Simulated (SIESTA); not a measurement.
## Ni: density of states with PBE

Sheet: Ni, a sheet with vacuum.

```
Ni
1.0
     2.25911    0.00000    0.00000
     0.00000    2.25911    0.00000
     0.00000    0.00000   23.80000
Ni
1
Cartesian
  1.1296 1.1296 7.0001
```

The cell was built by a generator and needn't be a form met in nature.

```json
{
  "Program": "SIESTA 5.4.2",
  "Task": "density of states",
  "Functional": "PBE",
  "Potentials or basis": "PseudoDojo 0.4 standard (PBE files)",
  "Basis": "DZP (energy shift 0.003 Ry; two zetas on semicore shells)",
  "Grid cutoff": "800 Ry",
  "Energy shift": "0.003 Ry",
  "k mesh": "12 × 12 × 1",
  "Occupations": "fermi-dirac, width 0.05 eV",
  "Spin": "non-collinear spin, random start",
  "Starting moments": "[[-0.733, -0.376, 0.1]] μB",
  "dipole correction": "yes",
  "broadening (eV)": "0.05 eV",
  "window from (eV)": "-15 eV",
  "window to (eV)": "15 eV",
  "energy points": "201",
  "k mesh for the DOS": "18 × 18 × 1"
}
```

```
Band gap on the k mesh : none (metal or under the smearing width)
Net moment             : 0.89 μB per cell
```

States per cell in windows of 0.5 eV (zero at the Fermi level; states under -8 eV left out):
```
from (eV)  total  Ni_d  Ni_p  Ni_s
     -8.0   0.00  0.00  0.00  0.00
     -7.5   0.00  0.00  0.00  0.00
     -7.0   0.00  0.00  0.00  0.00
     -6.5   0.00  0.00  0.00  0.00
     -6.0   0.10  0.01  0.02  0.07
     -5.5   0.12  0.02  0.04  0.06
     -5.0   0.16  0.03  0.07  0.05
     -4.5   0.22  0.13  0.06  0.03
     -4.0   0.43  0.33  0.08  0.03
     -3.5   0.77  0.61  0.12  0.03
     -3.0   1.14  0.99  0.14  0.01
     -2.5   1.06  0.98  0.08  0.00
     -2.0   1.78  1.64  0.07  0.07
     -1.5   1.70  1.55  0.07  0.08
     -1.0   1.34  1.25  0.04  0.05
     -0.5   1.48  1.30  0.11  0.07
      0.0   0.72  0.65  0.06  0.02
      0.5   0.17  0.09  0.07  0.01
      1.0   0.22  0.05  0.16  0.01
      1.5   0.17  0.03  0.13  0.01
      2.0   0.23  0.04  0.19  0.01
      2.5   0.15  0.02  0.12  0.00
      3.0   0.10  0.01  0.08  0.00
      3.5   0.14  0.02  0.12  0.00
      4.0   0.13  0.02  0.11  0.00
      4.5   0.23  0.02  0.20  0.00
      5.0   0.07  0.01  0.06  0.00
      5.5   0.24  0.03  0.18  0.03
      6.0   0.18  0.03  0.12  0.04
      6.5   0.33  0.05  0.19  0.09
      7.0   0.32  0.03  0.26  0.03
      7.5   0.25  0.02  0.23  0.01
```

Moments on the atoms (μB; x, y, z):
```
Ni  -0.79 -0.40  0.11
```

Run time: 26 s on 1 thread of Intel(R) Xeon(R) 6975P-C (Granite Rapids) (shared host), peak memory 0.33 GiB.

Caveat: the basis of atomic orbitals isn't converged, which shifts pressures, moduli and gaps.
